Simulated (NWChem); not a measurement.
# AlHBrF (SMILES [F][AlH][Br]) at B3LYP/def2-SVP, part 2 of 2

NWChem 7.3.0. Earlier steps stand in the parts before.

## Step 3: The doublet cation at the same level

File albrfh.nw:

```
start albrfh
memory 2200 mb
charge 1

geometry noautosym nocenter noautoz
 F      0.779100    -0.805100     1.280100
 Al     0.132300     0.076200     0.056400
 Br    -1.566600    -0.822700    -1.088000
 H      0.710500     1.491300    -0.268800
end

basis spherical bse
 F library def2-SVP
 Al library def2-SVP
 Br library def2-SVP
 H library def2-SVP
end

dft
 xc b3lyp
 mult 2
 grid fine
 convergence energy 1e-08
 iterations 100
 mulliken
 noprint "final vectors analysis"
end

task dft energy
```

On the command line:

```sh
nwchem albrfh.nw > albrfh.out
```

The program printed:

```text
Northwest Computational Chemistry Package (NWChem) 7.3.0
             --------------------------------------------------------

           Job information
           ---------------

    nwchem branch   = 7.3.0
    use scalapack   = T
    input           = albrfh.nw
    prefix          = albrfh.
    data base       = ./albrfh.db
    status          = startup
    nproc           =        1

           Memory information
           ------------------

    heap     =     72089596 doubles =      550.0 Mbytes
    stack    =     72089601 doubles =      550.0 Mbytes
    global   =    144179200 doubles =     1100.0 Mbytes (distinct from heap & stack)
    total    =    288358397 doubles =     2200.0 Mbytes
    verify   = yes
    hardfail = no

           Directory information
           ---------------------

  0 permanent = .
  0 scratch   = .

                                NWChem Input Module
                                -------------------

 Scaling coordinates for geometry "geometry" by  1.889725989
 (inverse scale =  0.529177249)

                             Geometry "geometry" -> ""
                             -------------------------

 Output coordinates in angstroms (scale by  1.889725989 to convert to a.u.)

  No.       Tag          Charge          X              Y              Z
 ---- ---------------- ---------- -------------- -------------- --------------
    1 F                    9.0000     0.77910000    -0.80510000     1.28010000
    2 Al                  13.0000     0.13230000     0.07620000     0.05640000
    3 Br                  35.0000    -1.56660000    -0.82270000    -1.08800000
    4 H                    1.0000     0.71050000     1.49130000    -0.26880000

      Atomic Mass
      -----------

      F                 18.998400
      Al                26.981540
      Br                79.916500
      H                  1.007825

 Effective nuclear repulsion energy (a.u.)     207.0286158401

            Nuclear Dipole moment (a.u.)
            ----------------------------
        X                 Y               Z
 ---------------- ---------------- ----------------
   -85.7722059779   -63.4163695878   -49.3118327542

            XYZ format geometry
            -------------------
     4
 geometry
 F                     0.77910000    -0.80510000     1.28010000
 Al                    0.13230000     0.07620000     0.05640000
 Br                   -1.56660000    -0.82270000    -1.08800000
 H                     0.71050000     1.49130000    -0.26880000

 ==============================================================================
                                internuclear distances
 ------------------------------------------------------------------------------
       center one      |      center two      | atomic units |  angstroms
 ------------------------------------------------------------------------------
    2 Al               |   1 F                |     3.10081  |     1.64088
    3 Br               |   2 Al               |     4.22722  |     2.23695
    4 H                |   2 Al               |     2.95341  |     1.56288
 ------------------------------------------------------------------------------
                         number of included internuclear distances:          3
 ==============================================================================

 ==============================================================================
                                 internuclear angles
 ------------------------------------------------------------------------------
        center 1       |       center 2       |       center 3       |  degrees
 ------------------------------------------------------------------------------
    1 F                |   2 Al               |   3 Br               |   117.71
    1 F                |   2 Al               |   4 H                |   119.71
    3 Br               |   2 Al               |   4 H                |   122.57
 ------------------------------------------------------------------------------
                            number of included internuclear angles:          3
 ==============================================================================

                      Basis "ao basis" -> "" (spherical)
                      -----
  [basis functions not shown]

 Summary of "ao basis" -> "" (spherical)
 ------------------------------------------------------------------------------
       Tag                 Description            Shells   Functions and Types
 ---------------- ------------------------------  ------  ---------------------
 F                          def2-SVP                 6       14   3s2p1d
 Al                         def2-SVP                 8       18   4s3p1d
 Br                         def2-SVP                12       32   5s4p3d
 H                          def2-SVP                 3        5   2s1p

                                 NWChem DFT Module
                                 -----------------

 Summary of "ao basis" -> "ao basis" (spherical)
 ------------------------------------------------------------------------------
       Tag                 Description            Shells   Functions and Types
 ---------------- ------------------------------  ------  ---------------------
 F                          def2-SVP                 6       14   3s2p1d
 Al                         def2-SVP                 8       18   4s3p1d
 Br                         def2-SVP                12       32   5s4p3d
 H                          def2-SVP                 3        5   2s1p

  Caching 1-el integrals
  itol2e modified to match energy
  convergence criterion.
  tol_rho modified to match energy
  convergence criterion.

            General Information
            -------------------
          SCF calculation type: DFT
          Wavefunction type:  spin polarized.
          No. of atoms     :     4
          No. of electrons :    57
           Alpha electrons :    29
            Beta electrons :    28
          Charge           :     1
          Spin multiplicity:     2
          Use of symmetry is: off; symmetry adaption is: off
          Maximum number of iterations: 100
          AO basis - number of functions:    69
                     number of shells:    29
          Convergence on energy requested:  1.00D-08
          Convergence on density requested:  1.00D-05
          Convergence on gradient requested:  5.00D-04

              XC Information
              --------------
                         B3LYP Method XC Potential
                     Hartree-Fock (Exact) Exchange  0.200
                        Slater Exchange Functional  0.800 local
                    Becke 1988 Exchange Functional  0.720 non-local
              Lee-Yang-Parr Correlation Functional  0.810
                  VWN I RPA Correlation Functional  0.190 local

             Grid Information
             ----------------
          Grid used for XC integration:  fine
          Radial quadrature: Mura-Knowles
          Angular quadrature: Lebedev.
          Tag              B.-S. Rad. Rad. Pts. Rad. Cut. Ang. Pts.
          ---              ---------- --------- --------- ---------
          F                   0.50       70          10.0       590
          Al                  1.25      123           8.0       770
          Br                  1.15      140          10.0       974
          H                   0.35       60          10.0       590
          Grid pruning is: on
          Number of quadrature shells:   393
          Spatial weights used:  Erf1

          Convergence Information
          -----------------------
          Convergence aids based upon iterative change in
          total energy or number of iterations.
          Levelshifting, if invoked, occurs when the
          HOMO/LUMO gap drops below (HL_TOL):  1.00D-02
          DIIS, if invoked, will attempt to extrapolate
          using up to (NFOCK): 10 stored Fock matrices.

                    Damping( 0%)  Levelshifting(0.5)       DIIS
                  --------------- ------------------- ---------------
          dE  on:    start            ASAP                start
          dE off:    2 iters        100 iters           100 iters

      Screening Tolerance Information
      -------------------------------
          Density screening/tol_rho:  1.00D-11
          AO Gaussian exp screening on grid/accAOfunc:  18
          CD Gaussian exp screening on grid/accCDfunc:  20
          XC Gaussian exp screening on grid/accXCfunc:  20
          Schwarz screening/accCoul:  1.00D-09

      Superposition of Atomic Density Guess
      -------------------------------------

 Sum of atomic energies:       -2913.66901611

 Renormalizing density from      58.00 to     57

      Non-variational initial energy
      ------------------------------

 Total energy =   -2883.020507
 1-e energy   =   -4393.440641
 2-e energy   =    1303.391519
 HOMO         =      -0.683630
 LUMO         =      -0.264098

   Time after variat. SCF:      0.3

     ---------------------------------------------
      Total Density - Mulliken Population Analysis
     ---------------------------------------------

    Atom       Charge   Shell Charges
 -----------   ------   -------------------------------------------------------
    1 F    9     9.64   1.99  1.19  0.75  3.69  2.01  0.00
    2 Al  13    11.43   2.00  2.00  0.74  0.07  5.95  0.39  0.12  0.15
    3 Br  35    35.43   2.00  2.00  2.00  1.62  0.31  6.00  6.02  3.04  2.43  8.53  1.45  0.04
    4 H    1     0.50   0.32  0.18  0.01

     --------------------------------------------
      Spin Density - Mulliken Population Analysis
     --------------------------------------------

    Atom       Charge   Shell Charges
 -----------   ------   -------------------------------------------------------
    1 F    9     0.03   0.00  0.00 -0.00  0.03  0.01 -0.00
    2 Al  13     0.39   0.00  0.00  0.19  0.05  0.00  0.10  0.03  0.02
    3 Br  35     0.14   0.00  0.00 -0.00  0.00 -0.00  0.00 -0.00  0.09  0.05  0.00 -0.00  0.00
    4 H    1     0.43   0.27  0.16  0.00
   Time prior to 1st pass:      0.3

 Grid_pts file          = ./albrfh.gridpts.0
 Record size in doubles =  12289        No. of grid_pts per rec  =   3070
 Max. records in memory =    139        Max. recs in file   = *********

           Memory utilization after 1st SCF pass:
           Heap Space remaining (MW):       36.82            36822572
          Stack Space remaining (MW):       72.09            72088868

   convergence    iter        energy       DeltaE   RMS-Dens  Diis-err    time
 ---------------- ----- ----------------- --------- --------- ---------  ------
 d= 0,ls=0.0,diis     1  -2915.8286973858 -3.12D+03  2.70D-02  1.93D+00     1.1
                                                     2.80D-02  1.89D+00
 d= 0,ls=0.0,diis     2  -2914.6824387580  1.15D+00  2.32D-02  4.28D+00     1.9
                                                     2.50D-02  3.88D+00
 d= 0,ls=0.0,diis     3  -2916.1719511406 -1.49D+00  5.76D-03  1.61D-01     2.6
                                                     1.44D-02  1.60D-01
 d= 0,ls=0.0,diis     4  -2916.2488655016 -7.69D-02  4.02D-03  9.74D-02     3.3
                                                     9.20D-03  6.60D-02
 d= 0,ls=0.0,diis     5  -2916.3055076693 -5.66D-02  1.40D-03  3.27D-02     4.0
                                                     5.74D-03  3.53D-02
  Resetting Diis
 d= 0,ls=0.0,diis     6  -2916.3199103838 -1.44D-02  8.77D-04  9.31D-03     4.8
                                                     1.25D-03  7.03D-03
 d= 0,ls=0.0,diis     7  -2916.3263554460 -6.45D-03  1.10D-03  1.24D-03     5.5
                                                     2.77D-03  8.23D-04
 d= 0,ls=0.0,diis     8  -2916.3202046973  6.15D-03  6.92D-04  7.11D-03     6.3
                                                     2.20D-03  7.64D-03
 d= 0,ls=0.0,diis     9  -2916.3273634338 -7.16D-03  5.27D-05  3.24D-05     7.1
                                                     1.46D-04  2.41D-05
 d= 0,ls=0.0,diis    10  -2916.3273632680  1.66D-07  7.36D-05  3.25D-05     7.9
                                                     5.05D-05  1.84D-05
 d= 0,ls=0.0,diis    11  -2916.3273843627 -2.11D-05  3.93D-05  8.69D-06     8.6
                                                     2.21D-05  5.57D-06
 d= 0,ls=0.0,diis    12  -2916.3273892212 -4.86D-06  1.57D-05  8.06D-07     9.4
                                                     1.41D-05  4.87D-07
 d= 0,ls=0.0,diis    13  -2916.3273899079 -6.87D-07  8.09D-06  9.86D-08    10.2
                                                     1.31D-05  6.16D-08
 d= 0,ls=0.0,diis    14  -2916.3273900427 -1.35D-07  2.42D-06  8.73D-09    11.0
                                                     5.87D-06  6.80D-09
 d= 0,ls=0.0,diis    15  -2916.3273900620 -1.92D-08  6.09D-07  5.87D-10    11.7
                                                     2.52D-06  4.65D-10
 d= 0,ls=0.0,diis    16  -2916.3273900639 -1.94D-09  2.91D-07  2.62D-10    12.5
                                                     6.14D-07  2.20D-10

         Total DFT energy =    -2916.327390063903
      One electron energy =    -4455.918252909109
           Coulomb energy =     1453.194534968419
    Exchange-Corr. energy =     -120.632287963347
 Nuclear repulsion energy =      207.028615840135

 Numeric. integr. density =       57.000000194048

     Total iterative time =     12.2s

     ---------------------------------------------
      Total Density - Mulliken Population Analysis
     ---------------------------------------------

    Atom       Charge   Shell Charges
 -----------   ------   -------------------------------------------------------
    1 F    9     9.30   1.99  1.13  0.80  3.34  2.04  0.00
    2 Al  13    12.06   2.00  1.98  0.86 -0.01  5.92  0.80  0.25  0.25
    3 Br  35    34.68   2.00  2.00  1.99  1.54  0.42  6.00  5.97  2.34  2.38  8.19  1.75  0.08
    4 H    1     0.97   0.67  0.29  0.01

     --------------------------------------------
      Spin Density - Mulliken Population Analysis
     --------------------------------------------

    Atom       Charge   Shell Charges
 -----------   ------   -------------------------------------------------------
    1 F    9     0.03  -0.00  0.00 -0.00  0.02  0.00  0.00
    2 Al  13    -0.01  -0.00 -0.00 -0.01 -0.01  0.00  0.01 -0.02  0.03
    3 Br  35     0.77   0.00  0.00  0.00  0.00  0.00  0.00  0.00  0.40  0.36 -0.00  0.00  0.00
    4 H    1     0.22   0.15  0.06  0.00

     -------------------------------------------
      Total Density - Lowdin Population Analysis
     -------------------------------------------

    Atom       Charge   Shell Charges
 -----------   ------   -------------------------------------------------------
    1 F    9     9.15   1.98  1.02  0.76  3.20  2.19  0.00
    2 Al  13    12.41   2.00  1.93  0.58  0.23  5.81  0.89  0.54  0.43
    3 Br  35    34.46   2.00  2.00  1.96  1.17  0.68  5.99  5.80  2.39  2.44  7.84  2.04  0.15
    4 H    1     0.98   0.57  0.39  0.02

     ------------------------------------------
      Spin Density - Lowdin Population Analysis
     ------------------------------------------

    Atom       Charge   Shell Charges
 -----------   ------   -------------------------------------------------------
    1 F    9     0.02   0.00  0.00 -0.00  0.02  0.00 -0.00
    2 Al  13     0.05  -0.00 -0.00 -0.01 -0.00  0.00  0.01 -0.00  0.05
    3 Br  35     0.75   0.00  0.00  0.00  0.00 -0.00  0.00  0.03  0.35  0.37 -0.00  0.00  0.00
    4 H    1     0.18   0.13  0.05  0.00

   alpha - beta orbital overlaps
   -----------------------------

   alpha      1      2      3      4      5      6      7      8      9     10
    beta      1      2      3      4      5      6      7      8      9     10
 overlap   1.000  1.000  0.962  0.962  1.000  1.000  1.000  1.000  0.986  0.986

   alpha     11     12     13     14     15     16     17     18     19     20
    beta     11     12     13     14     15     16     17     18     19     20
 overlap   1.000  1.000  1.000  0.991  0.991  0.983  0.984  0.994  0.994  0.994

   alpha     21     22     23     24     25     26     27     28     29     30
    beta     21     22     23     24     25     26     29     27     28     30
 overlap   1.000  0.999  0.986  0.884  0.715  0.993  0.834  0.993  0.866  1.000

   alpha     31     32     33     34     35     36     37     38     39     40
    beta     31     32     33     34     35     36     37     38     39     40
 overlap   0.998  0.998  0.998  0.996  0.998  0.999  0.997  0.999  1.000  0.983

   alpha     41     42     43     44     45     46     47     48     49     50
    beta     41     42     43     44     46     45     47     48     49     50
 overlap   0.950  0.951  0.997  0.983  0.991  0.999  0.858  0.858  1.000  0.998

   alpha     51     52     53     54     55     56     57     58     59     60
    beta     51     52     53     54     55     56     57     58     59     60
 overlap   0.999  0.999  1.000  1.000  0.999  1.000  0.999  1.000  1.000  1.000

   alpha     61     62     63     64     65     66     67     68     69
    beta     61     62     63     64     65     66     67     68     69
 overlap   1.000  1.000  1.000  0.999  0.999  0.999  0.999  0.999  1.000

     --------------------------
     Expectation value of S2:
     --------------------------
      <S2> =      0.7560 (Exact =     0.7500)

 center of mass
 --------------
 x =  -1.58007677 y =  -1.15381024 z =  -0.91398380

 moments of inertia (a.u.)
 ------------------
         420.308427130098         -98.687427792129        -370.854941924453
         -98.687427792129         771.810835118059         -50.670793997151
        -370.854941924453         -50.670793997151         505.011477300717

     Multipole analysis of the density
     ---------------------------------

     L   x y z        total         alpha         beta         nuclear
     -   - - -        -----         -----         ----         -------
     0   0 0 0      1.000000    -29.000000    -28.000000     58.000000

     1   1 0 0     -1.371284     43.116294     41.284627    -85.772206
     1   0 1 0     -0.119500     31.952393     31.344477    -63.416370
     1   0 0 1     -1.368215     24.732258     23.211360    -49.311833

     2   2 0 0    -18.499742   -177.597879   -169.773920    328.872057
     2   1 1 0      3.205485    -73.228043    -68.747406    145.180934
     2   1 0 1      1.511899   -123.822298   -119.419699    244.753896
     2   0 2 0    -21.190639    -70.193827    -64.636537    113.639725
     2   0 1 1      2.767729    -38.112812    -36.639937     77.520478
     2   0 0 2    -22.126534   -113.743807   -109.407043    201.024316

 Task  times  cpu:       12.5s     wall:       12.5s
 Total times  cpu:       12.5s     wall:       12.5s
```

Run time: 13 s. Hardware: 1 thread of AMD EPYC 9R14 (Zen 4), shared host; peak memory 0.11 GiB.

## Step 4: Summary of results

The summary covers parts 1 to 2.

Level: B3LYP/def2-SVP.

| quantity | value |
| --- | --- |
| singlet AlHBrF: total energy | -2916.74190 Eh |
| doublet cation: total energy | -2916.32739 Eh |
| doublet cation: ⟨S²⟩ | 0.756 |
| vertical ionisation energy (to the doublet cation) | 11.279 eV |

What this shows: The vertical ionisation energy comes to 11.28 eV (260 kcal/mol). Mulliken charges (singlet AlHBrF) run from -0.38 on F1 to +0.80 on Al2.
